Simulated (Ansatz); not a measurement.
# Si2W: the cost of one run

Computed with Ansatz 0.2.0 (DFT PBEsol, scalar-relativistic, plane waves, PAW, unless a step's input says otherwise).

2 further runs of the same task are left out: 2 set aside as unsound or not needed.

**1. The starting structure**

The structure is hexagonal, space group P6_222 (No. 180). Conventional cell: a = 4.576 Å, b = 4.576 Å, c = 6.603 Å, α = 90.00°, β = 90.00°, γ = 120.00°. Si (site symmetry 2) is surrounded by 5 Si at 2.56 to 2.66 Å and 5 W at 2.57 to 2.66 Å. Around W (site symmetry 222) lie 10 Si at 2.57 to 2.66 Å.

As a file:

```
Si W
1.0
     4.57609    0.00000    0.00000
    -2.28804    3.96301    0.00000
     0.00000    0.00000    6.60331
Si W
6 3
Direct
  0.83618 0.67236 0.50000
  0.16382 0.83618 0.83333
  0.67236 0.83618 0.16667
  0.16382 0.32764 0.50000
  0.83618 0.16382 0.83333
  0.32764 0.16382 0.16667
  0.00000 0.50000 0.16667
  0.50000 0.50000 0.83333
  0.50000 0.00000 0.50000
```

It goes back to an entry of the Materials Project, which need not be the stable form.

This cell was relaxed beforehand with the same method: volume 13.31 Å³/atom, gap on the mesh none (metal).

**2. Zero of energy**

The reference gives a free energy of -34502.0872 eV, pressure -0.01 GPa, largest force 0.004 eV/Å and gap on the mesh none (metal). It was computed beforehand with the settings of the runs below.

**3. Setting up random displacements**

All atoms are moved at random with no net shift, in some cells together with a random strain.

**4. rms move = 0.172 Å**

The input, input.yaml:

```yaml
crystal:
  lattice:
    - [4.5760866017, 0.0, 0.0]
    - [-2.2880433009, 3.963007247, 0.0]
    - [0.0, 0.0, 6.6033074698]
  atoms:
    - { symbol: Si, position: [0.8090495285, 0.6560250557, 0.460518046] }
    - { symbol: Si, position: [0.1364732661, 0.8230782964, 0.8448475477] }
    - { symbol: Si, position: [0.666510914, 0.8254620138, 0.1788659869] }
    - { symbol: Si, position: [0.2000108625, 0.3415426042, 0.514715263] }
    - { symbol: Si, position: [0.8344075185, 0.1371894346, 0.819973413] }
    - { symbol: Si, position: [0.3474872407, 0.202327111, 0.1797178509] }
    - { symbol: W, position: [0.0029112906, 0.5283584758, 0.1553340495] }
    - { symbol: W, position: [0.4997925888, 0.4630613106, 0.8261282043] }
    - { symbol: W, position: [0.5033567904, 0.022955698, 0.5198996387] }
basis:
  ecutwfc: 420
kpoints:
  mp_grid: { grid: [12, 12, 6] }
hamiltonian:
  xc: pbesol
scf:
  occupations: { method: gaussian, width: 0.15 }
output:
  forces: true
  stress: true
  eigenvalues: true
```

Launch:

```bash
ansatz run input.yaml --threads 2 --pin off --max-ram 5120MiB --backend cpu --events-out ev --progress --plain --runs-dir out
```

What time and memory should one allow on 2 threads of Intel Xeon Platinum 8175M at 2.50GHz (Skylake/Cascade Lake), shared host?

About 79 s, with a peak of 1.6 GiB.
